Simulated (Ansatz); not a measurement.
# CH8BNO2: the cost of one run

Program: Ansatz 0.2.0. Level of theory: RHF/6-31G*. These are calculated values, not measurements.

### Step 1. The system as given

Bond lengths: C2–H3 1.110 Å, C2–H4 1.110 Å, C2–H5 1.110 Å, B1–O6 1.410 Å, O6–H7 1.010 Å, B1–O8 1.410 Å, O8–H9 1.010 Å, B1–N10 1.850 Å, N10–H11 1.060 Å, N10–H12 1.060 Å, C2–H13 1.207 Å, N10–H13 1.192 Å. Angles (14 of 18 angles, heavy atoms first): O6–B1–O8 120.0°, O6–B1–N10 105.6°, O8–B1–N10 92.7°, B1–O6–H7 109.5°, B1–O8–H9 109.5°, B1–N10–H11 120.0°, B1–N10–H12 120.0°, B1–N10–H13 78.4°, C2–H13–N10 136.0°, H3–C2–H4 109.4°, H3–C2–H5 109.4°, H3–C2–H13 73.1°, H4–C2–H5 109.4°, H4–C2–H13 64.6°.

As a file:

```xyz
13

B     0.0000    0.0000    0.0000
C     0.0000    0.0000    1.9500
H    -0.9996   -0.3092    2.3205
H     0.7676   -0.7111    2.3205
H     0.2320    1.0203    2.3205
O     1.2211    0.0000   -0.7050
H     1.5209   -0.9519   -0.8599
O    -1.2211    0.0000   -0.7050
H    -1.7308   -0.8467   -0.4965
N    -0.2369   -1.7396    0.5833
H    -0.6522   -2.4652   -0.0683
H     0.0425   -2.0107    1.5692
H    -0.1566   -1.1499    1.6165
```

### Step 2. A restrained relaxation towards end A

Springs on the bonds that form and break draw the guess towards this end; the thresholds are loose.

File input.yaml:

```yaml
crystal:
  periodic: [false, false, false]
  atoms:
    - { symbol: B, position_ang: [0.0, 0.0, 0.0] }
    - { symbol: C, position_ang: [0.0, 0.0, 1.95] }
    - { symbol: H, position_ang: [-0.9996, -0.3092, 2.3205] }
    - { symbol: H, position_ang: [0.7676, -0.7111, 2.3205] }
    - { symbol: H, position_ang: [0.232, 1.0203, 2.3205] }
    - { symbol: O, position_ang: [1.2211, 0.0, -0.705] }
    - { symbol: H, position_ang: [1.5209, -0.9519, -0.8599] }
    - { symbol: O, position_ang: [-1.2211, 0.0, -0.705] }
    - { symbol: H, position_ang: [-1.7308, -0.8467, -0.4965] }
    - { symbol: "N", position_ang: [-0.2369, -1.7396, 0.5833] }
    - { symbol: H, position_ang: [-0.6522, -2.4652, -0.0683] }
    - { symbol: H, position_ang: [0.0425, -2.0107, 1.5692] }
    - { symbol: H, position_ang: [-0.1566, -1.1499, 1.6165] }
basis:
  gaussian: { orbitals: "6-31G*" }
hamiltonian:
  xc: hf
relax:
  f_tol: 0.15
  max_steps: 25
  restrain:
    - { distance: [0, 9], at: 2.75, k: 30.0 }
    - { distance: [12, 1], at: 2.31, k: 30.0 }
    - { distance: [0, 1], at: 1.6, k: 30.0 }
    - { distance: [12, 9], at: 1.06, k: 30.0 }
```

Started as:

```bash
$ ansatz run input.yaml --threads 1 --pin off --max-ram 2048MiB --backend cpu --events-out ev --progress --plain --runs-dir out
```

**Question.** How long does this run take on 1 thread of Arm Neoverse V2, shared host, and how much memory does it need?

About 41 s, with a peak of 0.17 GiB.
